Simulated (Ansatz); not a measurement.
**C₃H₇ClSi: a ladder of functionals and wavefunction methods**

An exercise on one series of results from a longer session: the logs are not shown, and one member is left open.

Program: Ansatz 0.2.0, Gaussian basis. Level of theory: functionals in def2-TZVPP, the program's frozen cores in correlated methods. These are calculated values, not measurements.

Levels to be run: LDA (SPW92), PBE-D4, revPBE-D4, BLYP-D4, r2SCAN-D4, B97M-V, PBE0-D4, B3LYP-D4, r2SCANh-D4, r2SCAN0-D4, HSE06-D4, BHLYP-D4, CAM-B3LYP-D4, LC-ωPBE, ωB97X-V, ωB97M-V, B2PLYP, PBE-QIDH; CCSD(T)/def2-SVP; CCSD(T)/def2-TZVPP; MP2/def2-QZVPP; extrapolation to the limit; RPA on PBE.

## The geometry

The geometry comes from an earlier relaxation with PBE0-D4 in a triple-zeta def2 set; it is a stationary point, not always the lowest conformer.

SMILES `C=CC[SiH2]Cl`, 12 atoms, charge 0, spin multiplicity 1.

Atoms are counted from 1 here; the program's logs count them from 0.

Bond lengths: C1–C2 1.328 Å, C1–H6 1.083 Å, C1–H7 1.086 Å, C2–C3 1.491 Å, C2–H8 1.088 Å, C3–Si4 1.874 Å, C3–H9 1.094 Å, C3–H10 1.094 Å, Si4–Cl5 2.062 Å, Si4–H11 1.483 Å, Si4–H12 1.482 Å. Angles: C2–C1–H6 121.3°, C2–C1–H7 121.6°, H6–C1–H7 117.1°, C1–C2–C3 125.2°, C1–C2–H8 118.7°, C3–C2–H8 116.0°, C2–C3–Si4 108.5°, C2–C3–H9 111.7°, C2–C3–H10 111.6°, Si4–C3–H9 108.7°, Si4–C3–H10 108.2°, H9–C3–H10 108.0°, C3–Si4–Cl5 110.3°, C3–Si4–H11 110.7°, C3–Si4–H12 110.2°, Cl5–Si4–H11 107.6°, Cl5–Si4–H12 107.8°, H11–Si4–H12 110.1°.

The first run:

Contents of in.yaml:

```yaml
crystal:
  periodic: [false, false, false]
  atoms:
    - {symbol: C, position_ang: [-1.774050, -0.743994, -0.640418]}
    - {symbol: C, position_ang: [-0.623154, -0.963720, -0.016009]}
    - {symbol: C, position_ang: [0.685392, -0.350370, -0.383873]}
    - {symbol: Si, position_ang: [0.978644, 1.132940, 0.723066]}
    - {symbol: Cl, position_ang: [2.876861, 1.882465, 0.425854]}
    - {symbol: H, position_ang: [-2.696284, -1.197182, -0.297680]}
    - {symbol: H, position_ang: [-1.832141, -0.109908, -1.519815]}
    - {symbol: H, position_ang: [-0.619567, -1.603959, 0.863688]}
    - {symbol: H, position_ang: [1.513055, -1.053589, -0.254311]}
    - {symbol: H, position_ang: [0.692436, -0.008947, -1.422729]}
    - {symbol: H, position_ang: [0.864647, 0.752182, 2.151747]}
    - {symbol: H, position_ang: [0.011160, 2.208781, 0.404480]}
basis:
  gaussian: {orbitals: def2-TZVPP}
hamiltonian: {xc: lda}
output: {orbitals: {seedname: orbitals}}
```

Launch:

```
$ ansatz run in.yaml --threads 4 --pin off --events-out ev --progress --plain --max-ram 10444MiB
```

Among the steps run: LDA; PBE-D4 (GGA); revPBE-D4 (GGA); BLYP-D4 (GGA); r2SCAN-D4 (meta-GGA); B97M-V (meta-GGA); B3LYP-D4 (hybrid); r2SCANh-D4 (hybrid); r2SCAN0-D4 (hybrid); HSE06-D4 (hybrid); BHLYP-D4 (hybrid); CAM-B3LYP-D4 (range-separated); LC-ωPBE (range-separated); ωB97X-V (range-separated); ωB97M-V (range-separated); B2PLYP (double hybrid); PBE-QIDH (double hybrid).

One table of the session follows, with a row left open; its other results are not shown here.

It belongs to the step «Orbital energies across the functionals». 

| functional | HOMO (eV) | gap (eV) |
| --- | --- | --- |
| LDA (SPW92) | -6.51 | 4.97 |
| PBE-D4 | -6.33 | 5.05 |
| revPBE-D4 | -6.26 | 5.08 |
| BLYP-D4 | -6.17 | 5.04 |
| r2SCAN-D4 | -6.52 | 5.49 |
| B97M-V | -6.56 | 5.55 |
| PBE0-D4 | -7.43 | 7.12 |
| B3LYP-D4 | -7.21 | 6.70 |
| r2SCANh-D4 | -6.93 | 6.25 |
| r2SCAN0-D4 | -7.56 | 7.39 |
| HSE06-D4 | ? | ? |
| BHLYP-D4 | -8.38 | 9.16 |
| CAM-B3LYP-D4 | -8.73 | 9.56 |
| LC-ωPBE | -10.10 | 12.07 |
| ωB97X-V | -9.72 | 11.61 |
| ωB97M-V | -9.62 | 11.33 |

Estimate the missing values for HSE06-D4.

The run gave: HOMO (eV): -7.03; gap (eV): 6.34. In the column «HOMO (eV)» it lies between B3LYP-D4 (-7.21) and r2SCANh-D4 (-6.93).
